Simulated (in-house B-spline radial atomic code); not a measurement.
**Tm⁷⁺: excited configurations**

Aim: the energies of several excited configurations of Tm⁷⁺ above a reference configuration, each from its own self-consistent run.

Method: scalar-relativistic (spin-free one-electron X2C) LDA (Slater, PW92), spin-polarised, spherical fractional occupations, Fermi nucleus, basis-set limit. Code: in-house B-spline radial atomic code version 1.

## (1) The system

```
element       : thulium (Z = 69)
charge        : +7
electrons     : 62
configuration : [Kr] 4d10 4f11 5s2 5p3
Hamiltonian   : scalar-relativistic (X2C)
nucleus       : Fermi, rms radius 5.226 fm
```

The outer shells:

[Kr] 4d10 4f11 5s2 5p3
```
[Kr] core
4d [↑↓][↑↓][↑↓][↑↓][↑↓]
4f [↑↓][↑↓][↑↓][↑↓][↑ ][↑ ][↑ ]
5s [↑↓]
5p [↑ ][↑ ][↑ ]
```

Where spins are not typed, each open shell is filled with up spins first.

Settings of the run:

```ini
Z = 69
electrons = 62.0
configuration = [Kr] 4d10 4f11 5s2 5p3
hamiltonian = x2c
method = lda,pw
spin_polarised = True
nucleus = fermi
rms_radius = 5.2256
mass_number = 169
atomic_mass = 168.934218956
speed_of_light = 137.035999084
```

From the earlier run of the reference: total energy -13544.326331 hartree. Levels, eight at most:

```tsv
orbital	occupation	energy (eV)	<r> (bohr)
4p down	3	-435.46	0.5264
4d up	5	-283.44	0.5678
4d down	5	-280.03	0.5672
5s up	1	-154.47	1.140
5s down	1	-149.95	1.142
5p up	3	-123.53	1.274
4f up	7	-113.05	0.6860
4f down	4	-109.31	0.6836
```

## (2) [Kr] 4d10 4f10 5s2 5p4

Settings of the run:

```ini
Z = 69
electrons = 62.0
configuration = [Kr] 4d10 4f10 5s2 5p4
hamiltonian = x2c
method = lda,pw
spin_polarised = True
nucleus = fermi
rms_radius = 5.2256
mass_number = 169
atomic_mass = 168.934218956
speed_of_light = 137.035999084
```

## (3) Configuration [Kr] 4d9 4f11 5s2 5p3 6f1

Settings: those of step 2 with these lines changed.

```diff
@@ -2,3 +2,3 @@
 electrons = 62.0
-configuration = [Kr] 4d10 4f10 5s2 5p4
+configuration = [Kr] 4d9 4f11 5s2 5p3 6f1
 hamiltonian = x2c
```

## (4) Run with [Kr] 4d10 4f12 5s2 5p2

Settings: those of step 3 with these lines changed.

```diff
@@ -2,3 +2,3 @@
 electrons = 62.0
-configuration = [Kr] 4d9 4f11 5s2 5p3 6f1
+configuration = [Kr] 4d10 4f12 5s2 5p2
 hamiltonian = x2c
```

## (5) Run with [Kr] 4d10 4f11 5s2 5p2 5f1

Settings: those of step 4 with these lines changed.

```diff
@@ -2,3 +2,3 @@
 electrons = 62.0
-configuration = [Kr] 4d10 4f12 5s2 5p2
+configuration = [Kr] 4d10 4f11 5s2 5p2 5f1
 hamiltonian = x2c
```

## (6) Run with 1s2 2s2 2p6 3s2 3p6 3d10 4s2 4p6 4d10 4f4,6 5s2 5p2,1 6d0,1

In configurations, two counts after a shell (as in p1,2) give the electrons with spin up and with spin down.

Settings: those of step 5 with these lines changed.

```diff
@@ -2,3 +2,3 @@
 electrons = 62.0
-configuration = [Kr] 4d10 4f11 5s2 5p2 5f1
+configuration = 1s2 2s2 2p6 3s2 3p6 3d10 4s2 4p6 4d10 4f4,6 5s2 5p2,1 6d0,1
 hamiltonian = x2c
```

## (7) 1s2 2s2 2p6 3s2 3p6 3d10 4s2 4p6 4d5,4 4f6,5 5s2 5p0,3 6s1,0

Settings: those of step 6 with these lines changed.

```diff
@@ -2,3 +2,3 @@
 electrons = 62.0
-configuration = 1s2 2s2 2p6 3s2 3p6 3d10 4s2 4p6 4d10 4f4,6 5s2 5p2,1 6d0,1
+configuration = 1s2 2s2 2p6 3s2 3p6 3d10 4s2 4p6 4d5,4 4f6,5 5s2 5p0,3 6s1,0
 hamiltonian = x2c
```

Q: How far above the reference does each configuration lie (order and size, in eV)?

**Answer**, as computed:

| net move | configuration | 2|M_S|+1 | energy above the reference (eV) | largest <r> (bohr) |
| --- | --- | --- | --- | --- |
| 4f → 5p | [Kr] 4d10 4f10 5s2 5p4 | 7 | -8.183 | 1.27 |
| 5p → 4f | [Kr] 4d10 4f12 5s2 5p2 | 5 | 15.551 | 1.29 |
| 5p → 5f | [Kr] 4d10 4f11 5s2 5p2 5f1 | 7 | 76.834 | 2.23 |
| 4f → 6d, spins typed | 1s2 2s2 2p6 3s2 3p6 3d10 4s2 4p6 4d10 4f4,6 5s2 5p2,1 6d0,1 | 3 | 79.354 | 2.98 |
| 4d → 6s, spins typed | 1s2 2s2 2p6 3s2 3p6 3d10 4s2 4p6 4d5,4 4f6,5 5s2 5p0,3 6s1,0 | 1 | 224.11 | 2.23 |
| 4d → 6f | [Kr] 4d9 4f11 5s2 5p3 6f1 | 9 | 258.25 | 3.90 |

What this shows: The lowest of them is 4f → 5p at -8.183 eV and the highest 4d → 6f at 258.25 eV. A negative value (4f → 5p) means that this method puts that configuration under the reference. 2 of them lie more than 60 % above minus the reference's highest level (109.31 eV), in the range where a state can decay by emitting an electron. The reference has 2|M_S|+1 = 7; 4 of the configurations differ from it in spin. These are spherical averages at the typed spins, not spectroscopic levels.
